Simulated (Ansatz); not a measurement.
# MgS (Niningerite): how the settings move a calculation

How sensitive is a calculation of MgS (Niningerite) to its settings? A reference run comes first, then two runs with altered input.

Program: Ansatz 0.2.0. Level of theory: reference: DFT, PBE, plane-wave PAW, default files, scalar-relativistic. These are calculated values, not measurements.

## 1. The structure to begin with

Symmetry: Fm-3m, No. 225, cubic system. The conventional cell has a = 5.203 Å, b = 5.203 Å, c = 5.203 Å, α = 90.00°, β = 90.00°, γ = 90.00°. Mg (site symmetry m-3m) is surrounded by 6 S at 2.60 Å. Around S (site symmetry m-3m) lie 6 Mg at 2.60 Å.

As a file:

```cif
data_structure
_symmetry_space_group_name_H-M 'Fm-3m'
_symmetry_Int_Tables_number 225
_cell_length_a 5.2033
_cell_length_b 5.2033
_cell_length_c 5.2033
_cell_angle_alpha 90.000
_cell_angle_beta 90.000
_cell_angle_gamma 90.000
_cell_volume 140.88
loop_
_atom_site_label
_atom_site_type_symbol
_atom_site_symmetry_multiplicity
_atom_site_Wyckoff_symbol
_atom_site_fract_x
_atom_site_fract_y
_atom_site_fract_z
_atom_site_occupancy
Mg1 Mg 4 a 0.00000 0.00000 0.00000 1
S1 S 4 b 0.50000 0.00000 0.00000 1
```

## 2. The reference run

The input, input.yaml:

```yaml
crystal:
  lattice:
    - [0.0, 2.60165, 2.60165]
    - [2.60165, 0.0, 2.60165]
    - [2.60165, 2.60165, 0.0]
  atoms:
    - { symbol: Mg, position: [0.0, 0.0, 0.0] }
    - { symbol: S, position: [0.5, 0.5, 0.5] }
kpoints:
  mp_grid: { grid: [9, 9, 9] }
scf:
  occupations: { method: fermi_dirac, width: 0.02 }
hamiltonian:
  xc: pbe
  pseudopotentials: { kind: paw }
output:
  forces: true
  stress: true
  populations: true
  efg:
    quadrupole_moments_barn: { Mg: 0.1994, S: -0.0694 }
    contact_densities: true
  write_density: true
  write_potential: true
  elf: true
  volumetric_format: npy
relax:
  f_tol: 0.02
  max_steps: 60
```

Launch:

```
ansatz run input.yaml --threads 1 --pin off --max-ram 2560MiB --backend cpu --events-out ev --progress --plain --runs-dir out
```

From the output:

```text
[...]
Basis set: ecut = 420 eV, 701 PW (Γ), exchange–correlation on 50×50×50 points (8 copies of the dense FFT grid, shifted against one another)
[...]
k-points: 35 of 729
[...]
SCF iter   1: F=—  HF=-2828.746985 eV  |F-HF|=—  |Δ(HF+E_count)|=         —  Δρ=4.45e-4  dr2=5.97e-5  ethr=1.77e-3  ⟨swp⟩=7.3  Hψ=2619  notcnv=0
preconditioner: auto → none  [insulator: Δε(μ)=2.912 eV  Ē_g=11.749 eV  σ=0.020 eV  W_gap=1.00  n_scr=8 (ndim 8)  ℏωp=17.7 eV  f_vac=0.000  D(μ)=0.00/eV (n_scr^D=0)  ε∞_Penn≈3.3]
SCF iter   2: F=—  HF=-2828.746954 eV  |F-HF|=—  |Δ(HF+E_count)|=   3.09e-5  Δρ=2.78e-4  dr2=3.05e-5  ethr=3.73e-7  ⟨swp⟩=3.3  Hψ=1120  notcnv=0
[...]
SCF iter   5: F=-2828.746979 eV  HF=-2828.746979 eV  |F-HF|=3.49e-8  |Δ(HF+E_count)|=   2.20e-6  Δρ=9.97e-6  dr2=4.92e-8  ethr=3.83e-8  ⟨swp⟩=2.0  Hψ=541  notcnv=0
SCF iter   6: F=-2828.746979 eV  HF=-2828.746979 eV  |F-HF|=1.18e-10  |Δ(HF+E_count)|=   1.20e-8  Δρ=7.02e-7  dr2=2.02e-10  ethr=3.08e-10  ⟨swp⟩=5.2  Hψ=2105  notcnv=0
[...]
relax step   1: F+E_penalty+E_count = -2828.74697867 eV  Δ(F+E_penalty+E_count) = +0.000e0 eV  max|allowed force component| = 2.358e-30 eV/Å  Δτ_max = 0.0000 Å  (6 SCF iters, accepted)
[...]
SCF converged after 6 iterations
Free energy (F): -2828.746979 eV
[...]
E sigma→0 (E₀):  -2828.746979 eV
Fermi energy:    7.843190 eV
[...]
  P = ⅓ Tr σ = 1.1617 GPa (11.617 kbar)
[...]
--- Relaxed structure (1 steps of the walk, 1 accepted, 0 SCFs on fresh bases) ---
[...]
```

Run time: 1.9 s. Hardware: 1 thread of Arm Neoverse V2, shared host; peak memory 0.31 GiB.

## 3. Variant: occupations.width 0.1

input.yaml: that of step 2 with these lines changed.

```diff
@@ -11,3 +11,3 @@
 scf:
-  occupations: { method: fermi_dirac, width: 0.02 }
+  occupations: { method: fermi_dirac, width: 0.1 }
 hamiltonian:
@@ -22,8 +22 @@
     contact_densities: true
-  write_density: true
-  write_potential: true
-  elf: true
-  volumetric_format: npy
-relax:
-  f_tol: 0.02
-  max_steps: 60
```

Launch:

```
ansatz run input.yaml --threads 1 --pin off --max-ram 2560MiB --backend cpu --events-out ev --progress --plain --runs-dir out
```

What it wrote, shortened:

```text
Warning: RAYON_NUM_THREADS=1 ignored (pool sized by the plan → 1); use --threads N
[...]
Pseudopotentials: kind: paw
Pseudopotential: Mg, paw, valence charge 10, recommended cutoff 420 eV (normal), Mg.paw.azcp
Pseudopotential: S, paw, valence charge 6, recommended cutoff 420 eV (normal), S.paw.azcp
Functional definition: PBE
[...]
Crystal: 2 atoms, lattice volume = 35.219 Å³
Basis set: ecut = 420 eV, 701 PW (Γ), exchange–correlation on 50×50×50 points (8 copies of the dense FFT grid, shifted against one another)
Bands: 12, of which v1, the nominal top of the filled ones, is band 8 counted from 1 (7 counted from 0)
Symmetry: 48 space group operations
Space group: Fm-3m (ITA 225), of the structure as read, at distance tolerance 3.3e-5 Å
k-points: 35 of 729
[...]
SCF iter   1: F=—  HF=-2828.747021 eV  |F-HF|=—  |Δ(HF+E_count)|=         —  Δρ=4.46e-4  dr2=6.02e-5  ethr=1.77e-3  ⟨swp⟩=6.6  Hψ=2533  notcnv=0
[...]
SCF iter   6: F=-2828.746979 eV  HF=-2828.746979 eV  |F-HF|=1.92e-9  |Δ(HF+E_count)|=   6.28e-9  Δρ=2.19e-6  dr2=2.66e-9  ethr=1.64e-10  ⟨swp⟩=2.5  Hψ=1414  notcnv=0
[...]
SCF converged after 6 iterations
Free energy (F): -2828.746979 eV
[...]
E sigma→0 (E₀):  -2828.746979 eV
Entropy (-TS):   -0.000000 eV (-0.000 meV/atom)
Fermi energy:    7.901271 eV
[...]
--- Forces (eV/Å), atoms counted from 1 ---
  atom   1  Mg    -0.00000000     0.00000000     0.00000000
  atom   2  S      0.00000000    -0.00000000    -0.00000000
[...]
--- Stress (GPa, compression-positive) ---
        1.161707      -0.000000       0.000000
        0.000000       1.161707      -0.000000
       -0.000000      -0.000000       1.161707
  P = ⅓ Tr σ = 1.1617 GPa (11.617 kbar)
--- PAW observables at the nuclei: V_zz in 10²¹ V/m², potentials from the cell's mean, atoms counted from 1 ---
  atom   1  Mg V_zz =    +0.000000   η = 0.0000   by run symmetry: forbidden   C_q = +0.0000 MHz
            electrostatic potential = -1100.977908 V   contact ρ = 7796.637849 e/Å³
  atom   2  S  V_zz =    +0.000000   η = 0.0000   by run symmetry: forbidden   C_q = -0.0000 MHz
            electrostatic potential = -1633.451140 V   contact ρ = 19763.891355 e/Å³
--- Band table (eV; the first three rows and the last of 35) ---
  k-point 0: bands = ["-68.3297", "-35.0813", "-35.0813", "-35.0813", "-6.2770", "6.3888", "6.3888", "6.3888", "10.1110", "14.3053", "14.3053", "14.3053"]
[...]
--- Löwdin populations: 2 sites ---
  site symbol       q [e]
     0     Mg      8.5546
     1      S      7.2986
  spilling = 0.009170 (of n_electrons = 16.000000)
```

It took 1.7 s on 1 thread of Arm Neoverse V2, shared host; peak memory 0.29 GiB.

Changing the smearing leaves the energy as it was (0.0 meV/atom).

## 4. Changing settings: dr2_threshold 1.0e-06

input.yaml: that of step 2 with these lines changed.

```diff
@@ -12,2 +12,3 @@
   occupations: { method: fermi_dirac, width: 0.02 }
+  convergence: { dr2_threshold: 1.0e-06 }
 hamiltonian:
@@ -26,4 +27 @@
   volumetric_format: npy
-relax:
-  f_tol: 0.02
-  max_steps: 60
```

Launch:

```
ansatz run input.yaml --threads 1 --pin off --max-ram 2560MiB --backend cpu --events-out ev --progress --plain --runs-dir out
```

What it wrote, shortened:

```text
Warning: scf.convergence.dr2_threshold = 1e-6 eV is looser than this run's default, which is 1e-7 eV or tighter. The error in the forces grows as the threshold's square root, so leave the key out unless less accurate forces are enough
Warning: output.stress: scf.convergence.dr2_threshold = 1e-6 eV is looser than the 2e-10 eV advised for a printed stress (1e-10 eV for each atom of the cell: 2). What an SCF threshold leaves in a stress goes as its square root, and in the free energy as the threshold itself, and one [...]
Warning: RAYON_NUM_THREADS=1 ignored (pool sized by the plan → 1); use --threads N
[...]
[... 4 set-up lines as earlier in the session ...]
[...]
Crystal: 2 atoms, lattice volume = 35.219 Å³
Basis set: ecut = 420 eV, 701 PW (Γ), exchange–correlation on 50×50×50 points (8 copies of the dense FFT grid, shifted against one another)
Bands: 12, of which v1, the nominal top of the filled ones, is band 8 counted from 1 (7 counted from 0)
[...]
SCF converged after 6 iterations
Free energy (F): -2828.746979 eV
[...]
E sigma→0 (E₀):  -2828.746979 eV
Fermi energy:    7.843190 eV
[...]
--- Forces (eV/Å), atoms counted from 1 ---
  atom   1  Mg    -0.00000000    -0.00000000    -0.00000000
  atom   2  S      0.00000000    -0.00000000     0.00000000
[...]
--- Stress (GPa, compression-positive) ---
        1.161686       0.000000       0.000000
        0.000000       1.161686      -0.000000
        0.000000       0.000000       1.161686
  P = ⅓ Tr σ = 1.1617 GPa (11.617 kbar)
--- PAW observables at the nuclei: V_zz in 10²¹ V/m², potentials from the cell's mean, atoms counted from 1 ---
  atom   1  Mg V_zz =    +0.000000   η = 0.0000   by run symmetry: forbidden   C_q = +0.0000 MHz
            electrostatic potential = -1100.977939 V   contact ρ = 7796.637865 e/Å³
  atom   2  S  V_zz =    +0.000000   η = 0.0000   by run symmetry: forbidden   C_q = -0.0000 MHz
            electrostatic potential = -1633.450876 V   contact ρ = 19763.891148 e/Å³
--- Band table (eV; the first three rows and the last of 35) ---
  k-point 0: bands = ["-68.3297", "-35.0813", "-35.0813", "-35.0813", "-6.2770", "6.3888", "6.3888", "6.3888", "10.1110", "14.3053", "14.3053", "14.3053"]
[...]
--- Löwdin populations: 2 sites ---
  site symbol       q [e]
     0     Mg      8.5546
     1      S      7.2986
  spilling = 0.009171 (of n_electrons = 16.000000)
```

Run time: 1.9 s. Hardware: 1 thread of Arm Neoverse V2, shared host; peak memory 0.3 GiB.

Energy and cycle count are those of the reference, so the change (convergence setting) left the result and the number of cycles as they were.

## 5. Comparison

| run | ending | energy change | pressure (GPa) | gap (eV) | force (eV/Å) | cycles | time |
| --- | --- | --- | --- | --- | --- | --- | --- |
| reference | converged | 0 | 1.2 | 2.92 | 0.00 | 6 | 1.9 s |
| 1: occupations.width 0.1 | converged | 0.0 meV/atom (σ→0) | 1.2 | 2.92 | 0.00 | 6 | 1.7 s |
| 2: dr2_threshold 1.0e-06 | converged | 0.0 meV/atom | 1.2 | 2.92 | 0.00 | 6 | 1.9 s |

Times don't compare one to one where runs were asked for different outputs or read a saved state (see the inputs); cycles may leave out searches for a lower state.

**Reading.** Of the converged runs whose energies compare with the reference's, none moves it noticeably. Symmetry fixes the atoms and the cell is held, so no setting can move this relaxation. 

These are semilocal Kohn-Sham gaps, which aren't the measured quantity. Such gaps usually fall short of the measured ones.
